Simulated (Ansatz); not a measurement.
# Rhodium, bcc under r²SCAN: ground state and equation of state

Aim: take rhodium in the bcc structure, relax it, solve it on a dense k-mesh, then scale the cell to 7 volumes from 88 to 112 % of the relaxed one and try a fit of the equation of state. The start is ferromagnetic. The k-meshes are 15×15×15 for the relaxation; 24×24×24 for the dense run; 16×16×16 for the volumes.

This is Rh in the bcc structure; at room conditions it is fcc.

Computed with Ansatz 0.2.0 (DFT r2SCAN, plane waves (500 eV) with PAW, scalar-relativistic; the PAW data stem from PBE, with regenerated cores, unless a step says otherwise).

### Step 1. The starting structure

Symmetry: Im-3m, No. 229, cubic system. Conventional cell: a = 3.019 Å, b = 3.019 Å, c = 3.019 Å, α = 90.00°, β = 90.00°, γ = 90.00°. Rh (site symmetry m-3m) has 8 Rh at 2.61 Å as nearest neighbours.

Structure file:

```cif
data_structure
_symmetry_space_group_name_H-M 'Im-3m'
_symmetry_Int_Tables_number 229
_cell_length_a 3.0185
_cell_length_b 3.0185
_cell_length_c 3.0185
_cell_angle_alpha 90.000
_cell_angle_beta 90.000
_cell_angle_gamma 90.000
_cell_volume 27.50
loop_
_atom_site_label
_atom_site_type_symbol
_atom_site_symmetry_multiplicity
_atom_site_Wyckoff_symbol
_atom_site_fract_x
_atom_site_fract_y
_atom_site_fract_z
_atom_site_occupancy
Rh1 Rh 2 a 0.00000 0.00000 0.00000 1
```

Starting moments (μB): +1.

### Step 2. Geometry optimisation

File input.yaml:

```yaml
crystal:
  lattice:
    - [-1.5092612352, 1.5092612352, 1.5092612352]
    - [1.5092612352, -1.5092612352, 1.5092612352]
    - [1.5092612352, 1.5092612352, -1.5092612352]
  atoms:
    - { symbol: Rh, position: [0.0, 0.0, 0.0], spin: 1.0 }
hamiltonian:
  xc: r2scan
  pseudopotentials:
    kind: paw
    azcp:
      Rh: "pseudopotentials/Rh.paw.azcp"
basis:
  ecutwfc: 500
  fft_grid_basis: typed
kpoints:
  mp_grid: { grid: [15, 15, 15], shift: [0, 0, 0] }
magnetization:
  spin_polarized: true
scf:
  occupations: { method: fermi_dirac, width: 0.05 }
relax:
  max_steps: 60
  f_tol: 0.01
  cell: {}
output:
  write_density: true
  write_potential: true
  elf: true
  volumetric_format: npy
```

The run is started by

```
ansatz run input.yaml --threads 2 --pin off --max-ram 6144MiB --backend cpu --events-out ev --progress --plain --runs-dir out
```

After this run come: Dense single point; At 88 % of the relaxed volume; At 92 % of the relaxed volume; At 96 % of the relaxed volume; At 100 % of the relaxed volume; At 104 % of the relaxed volume; At 108 % of the relaxed volume; At 112 % of the relaxed volume.

**Question.** What will these runs give? Wanted: space group; conventional cell; volume; shortest distance; gap on the mesh; magnetic state; relative to fcc; V₀, B₀, B₀′.

**Answer**, as computed:

| quantity | value |
| --- | --- |
| space group (spins left aside) | Im-3m (No. 229) |
| conventional cell | a = 3.058 Å |
| volume | 14.304 Å³/atom |
| shortest distance | 2.649 Å |
| gap on the mesh | none (levels filled in part) |
| magnetic state | ferromagnetic, up to 0.87 μB per atom |
| relative to fcc | +330 meV/atom |
| V₀, B₀, B₀′ | 14.224 Å³/atom, 228 GPa, 7.0 |

In words: The relaxation enlarged the cell by 4.0 % in volume. Against the reference form of rhodium (fcc, computed apart with the same settings) it stands 330 meV/atom higher, so it is far from stable. The final state is ferromagnetic (largest moment 0.87 μB). Levels at the Fermi energy are filled in part, as in a metal. The moment runs from 0.62 to 1.42 μB across the volumes, and this change enters B₀ and B₀′. B₀ comes out at 228 GPa. Relaxation kept the symmetry; phonons were not checked.
